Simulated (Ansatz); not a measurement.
# One shape, several levels: [CSO3F3]− (trifluoromethanesulfonate)

We compute a comparison of 3 runs (HF/6-311G**, B3LYP/6-31G*) of [CSO3F3]− (trifluoromethanesulfonate). 

The results are computed with Ansatz 0.2.0.

4 further runs of the same task are left out: 1 that didn't finish, 3 set aside as unsound or not needed. Runs told in other sessions of the task aren't counted.

## (1) The molecule

[CSO3F3]−: 8 atoms, total charge -1, spin state singlet. As SMILES, `[O-]S(=O)(=O)C(F)(F)F`. The shape is that of a PBE0-D4/def2-TZVPD optimisation.

Bond lengths: O1–S2 1.447 Å, S2–O3 1.447 Å, S2–O4 1.447 Å, S2–C5 1.853 Å, C5–F6 1.341 Å, C5–F7 1.341 Å, C5–F8 1.341 Å. Some angles: O1–S2–O3 115.5°, O1–S2–O4 115.5°, O1–S2–C5 102.4°, O3–S2–O4 115.5°, O3–S2–C5 102.4°, O4–S2–C5 102.4°, S2–C5–F6 111.9°, S2–C5–F7 111.9°, S2–C5–F8 111.9°, F6–C5–F7 106.9°.

## (2) Energy and gradient at HF/6-311G(d,p) (run 1)

File input.yaml:

```yaml
basis:
  gaussian:
    orbitals: 6-311G_st__st_-spherical.json
crystal:
  periodic: [false, false, false]
  atoms:
    - {symbol: O, position_ang: [-0.452120, -1.793850, 0.534600]}
    - {symbol: S, position_ang: [0.514500, -0.855220, 0.007850]}
    - {symbol: O, position_ang: [1.622110, -0.542800, 0.884460]}
    - {symbol: O, position_ang: [0.853150, -1.026290, -1.388190]}
    - {symbol: C, position_ang: [-0.440870, 0.732840, -0.006730]}
    - {symbol: F, position_ang: [-0.854330, 1.079580, 1.221330]}
    - {symbol: F, position_ang: [0.292430, 1.753940, -0.474640]}
    - {symbol: F, position_ang: [-1.534870, 0.651830, -0.778680]}
total_charge: -1
hamiltonian:
  xc: hf
accuracy: high
output: {forces: true, orbitals: {seedname: orbitals}}
```

The basis set 6-311G** is read from a file made from the Basis Set Exchange's data (not shown).

Run with:

```
$ ansatz run input.yaml --threads 1 --pin off --max-ram 3480MiB --events-out events.jsonl --progress --plain --runs-dir runs
```

Output:

```text
Warning: RAYON_NUM_THREADS=1 ignored (pool sized by the plan → 1); use --threads N
Functional definition: HF
  name "HF"
  exchange = exact_x
  correlation = 0
2988 factors; integrals over basis functions are off by at most 8.4e-8 eV
mean field evaluation 1: about -26070.6902 eV, gradient 7.3e1 eV
mean field evaluation 2: about -26070.8760 eV, gradient 7.3e1 eV
mean field evaluation 4: about -26080.5047 eV, gradient 5.0e0 eV
mean field evaluation 8: about -26080.5802 eV, gradient 2.7e-1 eV
mean field evaluation 16: about -26080.5805 eV, gradient 3.1e-8 eV
mean field -26080.58053057 eV, -958.4436564460 hartree, gradient 3.1e-8 eV, S^2 0.000000; 0 other end points of the search recorded, 0 dependent functions left out
the calculation of the forces begins
reference -26080.58053057 eV, -958.4436564460 hartree; 37, 37 occupied and 115, 115 virtual orbitals, 2988 factors
Total energy: -26080.58053057 eV, -958.4436564460 hartree
Atom 0 at    -0.452120    -1.793850     0.534600 Å, force     0.614041     0.547291    -0.323822 eV/Å
Atom 1 at     0.514500    -0.855220     0.007850 Å, force    -0.095450     0.159043    -0.001945 eV/Å
Atom 2 at     1.622110    -0.542800     0.884460 Å, force    -0.663469    -0.223188    -0.540014 eV/Å
Atom 3 at     0.853150    -1.026290    -1.388190 Å, force    -0.190512     0.074414     0.860669 eV/Å
Atom 4 at    -0.440870     0.732840    -0.006730 Å, force    -0.320070     0.532161    -0.004899 eV/Å
Atom 5 at    -0.854330     1.079580     1.221330 Å, force     0.358715    -0.289019    -1.111524 eV/Å
Atom 6 at     0.292430     1.753940    -0.474640 Å, force    -0.678336    -0.899030     0.423599 eV/Å
Atom 7 at    -1.534870     0.651830    -0.778680 Å, force     0.975081     0.098329     0.697935 eV/Å
Dipole moment:    -0.475883     0.791026    -0.007256 e Å
```

It took 6.9 s on 1 thread of AMD EPYC 9R45 (Zen 5), shared host; peak memory 0.64 GiB.

## (3) Energy and gradient at B3LYP/6-31G(d) (spherical functions) (run 2)

Edit input.yaml of step 2 so:

```diff
@@ -2,3 +2,3 @@
   gaussian:
-    orbitals: 6-311G_st__st_-spherical.json
+    orbitals: 6-31G_st_-spherical.json
 crystal:
@@ -16,4 +16,6 @@
 hamiltonian:
-  xc: hf
+  xc: {name: B3LYP}
 accuracy: high
-output: {forces: true, orbitals: {seedname: orbitals}}
+output:
+  forces: true
+  orbitals: {seedname: orbitals}
```

The basis set 6-31G* is read from a file made from the Basis Set Exchange's data (not shown).

Run with:

```
$ ansatz run input.yaml --threads 1 --pin off --max-ram 3480MiB --events-out events.jsonl --progress --plain --runs-dir runs
```

Output, cut to the lines that bear on the results:

```text
Warning: RAYON_NUM_THREADS=1 ignored (pool sized by the plan → 1); use --threads N
Functional definition: B3LYP
  name "B3LYP"
[...]
2604 factors; integrals over basis functions are off by at most 4.0e-9 eV
[...]
mean field -26163.28734307 eV, -961.4830757448 hartree, gradient 1.8e-8 eV, S^2 0.000000; 0 other end points of the search recorded, 0 dependent functions left out
[...]
reference -26163.28737225 eV, -961.4830768170 hartree; 37, 37 occupied and 79, 79 virtual orbitals, 2604 factors
Total energy: -26163.28737225 eV, -961.4830768170 hartree
Atom 0 at    -0.452120    -1.793850     0.534600 Å, force    -1.424426    -1.392942     0.778537 eV/Å
Atom 1 at     0.514500    -0.855220     0.007850 Å, force    -0.598566     0.995389    -0.009703 eV/Å
Atom 2 at     1.622110    -0.542800     0.884460 Å, force     1.640256     0.455528     1.294969 eV/Å
Atom 3 at     0.853150    -1.026290    -1.388190 Å, force     0.503635    -0.258889    -2.061950 eV/Å
Atom 4 at    -0.440870     0.732840    -0.006730 Å, force     0.209149    -0.347503     0.003162 eV/Å
Atom 5 at    -0.854330     1.079580     1.221330 Å, force    -0.179842     0.145923     0.549764 eV/Å
Atom 6 at     0.292430     1.753940    -0.474640 Å, force     0.333901     0.447873    -0.209081 eV/Å
Atom 7 at    -1.534870     0.651830    -0.778680 Å, force    -0.484107    -0.045380    -0.345697 eV/Å
Dipole moment:    -0.460272     0.765076    -0.007017 e Å
```

It took 8.7 s on 1 thread of AMD EPYC 9R45 (Zen 5), shared host; peak memory 0.54 GiB.

## (4) Energy and forces at B3LYP/6-31G(d) (Cartesian functions) (run 3)

File job.yaml:

```yaml
crystal:
  periodic: [false, false, false]
  atoms:
    - {symbol: O, position_ang: [-0.452120, -1.793850, 0.534600]}
    - {symbol: S, position_ang: [0.514500, -0.855220, 0.007850]}
    - {symbol: O, position_ang: [1.622110, -0.542800, 0.884460]}
    - {symbol: O, position_ang: [0.853150, -1.026290, -1.388190]}
    - {symbol: C, position_ang: [-0.440870, 0.732840, -0.006730]}
    - {symbol: F, position_ang: [-0.854330, 1.079580, 1.221330]}
    - {symbol: F, position_ang: [0.292430, 1.753940, -0.474640]}
    - {symbol: F, position_ang: [-1.534870, 0.651830, -0.778680]}
basis:
  gaussian: {orbitals: "6-31G*"}
total_charge: -1
hamiltonian: {xc: {name: B3LYP}}
accuracy: high
output: {forces: true, orbitals: {seedname: orbitals}}
```

Run with:

```
$ ansatz run job.yaml --threads 1 --pin off --max-ram 3480MiB --events-out events.jsonl --progress --plain --runs-dir runs
```

Output, cut to the lines that bear on the results:

```text
Warning: RAYON_NUM_THREADS=1 ignored (pool sized by the plan → 1); use --threads N
Functional definition: B3LYP
  name "B3LYP"
[...]
2656 factors; integrals over basis functions are off by at most 3.4e-9 eV
[...]
mean field -26163.57603486 eV, -961.4936849724 hartree, gradient 6.8e-8 eV, S^2 0.000000; 0 other end points of the search recorded, 0 dependent functions left out
[...]
reference -26163.57606409 eV, -961.4936860465 hartree; 37, 37 occupied and 87, 87 virtual orbitals, 2656 factors
Total energy: -26163.57606409 eV, -961.4936860465 hartree
Atom 0 at    -0.452120    -1.793850     0.534600 Å, force    -1.419751    -1.407261     0.779994 eV/Å
Atom 1 at     0.514500    -0.855220     0.007850 Å, force    -0.586552     0.975420    -0.009518 eV/Å
Atom 2 at     1.622110    -0.542800     0.884460 Å, force     1.650261     0.444425     1.297338 eV/Å
Atom 3 at     0.853150    -1.026290    -1.388190 Å, force     0.511674    -0.271230    -2.065431 eV/Å
Atom 4 at    -0.440870     0.732840    -0.006730 Å, force     0.192784    -0.320303     0.002912 eV/Å
Atom 5 at    -0.854330     1.079580     1.221330 Å, force    -0.185721     0.156231     0.547793 eV/Å
Atom 6 at     0.292430     1.753940    -0.474640 Å, force     0.326264     0.457146    -0.208475 eV/Å
Atom 7 at    -1.534870     0.651830    -0.778680 Å, force    -0.488959    -0.034427    -0.344613 eV/Å
Dipole moment:    -0.459321     0.763495    -0.007002 e Å
```

Wall time 9.3 s (1 thread of AMD EPYC 9R45 (Zen 5), shared host); peak memory 0.56 GiB.

## (5) Overview of the runs

```tsv
run	level	Cartesian functions	energy (Eh)	HOMO energy (eV)	LUMO energy (eV)	HOMO–LUMO gap (eV)	wall time
1	HF/6-311G**	no	-958.443656	-7.17	11.25	18.42	6.9 s
2	B3LYP/6-31G* (spherical functions)	no	-961.483077	-1.95	7.97	9.91	8.7 s
3	B3LYP/6-31G* (Cartesian functions)	yes	-961.493686	-1.97	7.95	9.92	9.3 s
```

## (6) Summary of results

| quantity | value |
| --- | --- |
| run 3: total energy | -961.49369 Eh |
| run 3: HOMO energy | -1.97 eV |
| run 3: LUMO energy | 7.95 eV |
| run 3: HOMO–LUMO gap (to an unbound level, set by the basis) | 9.92 eV |
| run 3: largest force on an atom | 2.146 eV/Å |

**Reading.** The HOMO–LUMO gap runs from 9.91 eV (B3LYP/6-31G*) to 18.42 eV (HF/6-311G**). The two ends differ in method and basis. The empty levels of an anion lie above zero and hang on the basis. All runs together took 25 s, the longest 9.3 s.
